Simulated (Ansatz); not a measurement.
**FH9Si4: molecular dynamics**

Purpose: to follow the molecule's vibrations and see whether its bonds hold. The start is relaxed first. Runs: 300 steps of 0.5 fs at constant energy, with velocities drawn for 1000 K. SMILES of the start: F[Si]([SiH3])([SiH3])[SiH3].

Program: Ansatz 0.2.0. Level of theory: RKS PBE/6-31G. These are calculated values, not measurements.

**1. The structure to begin with**

Bond lengths: Si1–F2 1.590 Å, Si1–Si3 2.220 Å, Si3–H4 1.460 Å, Si3–H5 1.460 Å, Si3–H6 1.460 Å, Si1–Si7 2.218 Å, Si7–H8 1.460 Å, Si7–H9 1.460 Å, Si7–H10 1.460 Å, Si1–Si11 2.218 Å, Si11–H12 1.460 Å, Si11–H13 1.460 Å, Si11–H14 1.460 Å. Angles (14 of 24 angles, heavy atoms first): F2–Si1–Si3 109.5°, F2–Si1–Si7 109.5°, F2–Si1–Si11 109.5°, Si3–Si1–Si7 109.5°, Si3–Si1–Si11 109.5°, Si7–Si1–Si11 109.5°, Si1–Si3–H4 109.5°, Si1–Si3–H5 109.5°, Si1–Si3–H6 109.5°, Si1–Si7–H8 109.5°, Si1–Si7–H9 109.5°, Si1–Si7–H10 109.5°, Si1–Si11–H12 109.5°, Si1–Si11–H13 109.5°.

Structure file:

```xyz
14

Si    0.0000    0.0000    0.0000
F     0.0000    0.0000    1.5900
Si    2.0935    0.0000   -0.7393
H     2.5508   -1.3762   -0.9079
H     2.1573    0.6939   -2.0222
H     2.9510    0.6823    0.2255
Si   -1.0456    1.8115   -0.7393
H    -2.4302    1.4780   -1.0607
H    -1.0215    2.8436    0.2931
H    -0.3743    2.3069   -1.9374
Si   -1.0456   -1.8115   -0.7393
H    -1.7029   -2.4846    0.3772
H    -2.0454   -1.4265   -1.7311
H    -0.0777   -2.7173   -1.3511
```

**2. Relaxing the start**

The input, input.yaml:

```yaml
crystal:
  periodic: [false, false, false]
  atoms:
    - { symbol: Si, position_ang: [0.0, 0.0, 0.0] }
    - { symbol: F, position_ang: [0.0, 0.0, 1.59] }
    - { symbol: Si, position_ang: [2.0935, 0.0, -0.7393] }
    - { symbol: H, position_ang: [2.5508, -1.3762, -0.9079] }
    - { symbol: H, position_ang: [2.1573, 0.6939, -2.0222] }
    - { symbol: H, position_ang: [2.951, 0.6823, 0.2255] }
    - { symbol: Si, position_ang: [-1.0456, 1.8115, -0.7393] }
    - { symbol: H, position_ang: [-2.4302, 1.478, -1.0607] }
    - { symbol: H, position_ang: [-1.0215, 2.8436, 0.2931] }
    - { symbol: H, position_ang: [-0.3743, 2.3069, -1.9374] }
    - { symbol: Si, position_ang: [-1.0456, -1.8115, -0.7393] }
    - { symbol: H, position_ang: [-1.7029, -2.4846, 0.3772] }
    - { symbol: H, position_ang: [-2.0454, -1.4265, -1.7311] }
    - { symbol: H, position_ang: [-0.0777, -2.7173, -1.3511] }
basis:
  gaussian: { orbitals: "6-31G" }
hamiltonian:
  xc: pbe
relax:
  f_tol: 0.02
  max_steps: 40
```

Launch:

```sh
$ ansatz run input.yaml --threads 1 --pin off --max-ram 2048MiB --backend cpu --events-out ev --progress --plain --runs-dir out
```

Further steps of the session: Dynamics.

Q: Predict the outcome of this session. Wanted: relaxation of the start; temperature, first and last step; temperature, second half; potential energy, second half; largest change of the total energy; bonds formed or broken.

The runs gave:

```
                          quantity                          value
           relaxation of the start       17 moves, 1.248 eV lower
                            length            300 steps of 0.5 fs
  temperature, first and last step                 1000 and 533 K
          temperature, second half  mean 493 K, from 219 to 670 K
     potential energy, second half    +56 meV/atom from the start
largest change of the total energy                  0.33 meV/atom
            bonds formed or broken                              0
```

The temperature starts at 1000 K and averages 493 K in the second half, where it ranges from 219 to 670 K. About half is expected from a start at a minimum: kinetic energy passes into potential energy until both shares match. The total energy strays from its start by at most 0.33 meV/atom, 0.6 % of the mean kinetic energy, which is good for a step of 0.5 fs. The bonding pattern survives the run. Averages from a run of 150 fs with 14 atoms are rough. The nuclei move classically, without zero-point motion, which matters most for hydrogen. In so small a basis the energies are only a sketch.
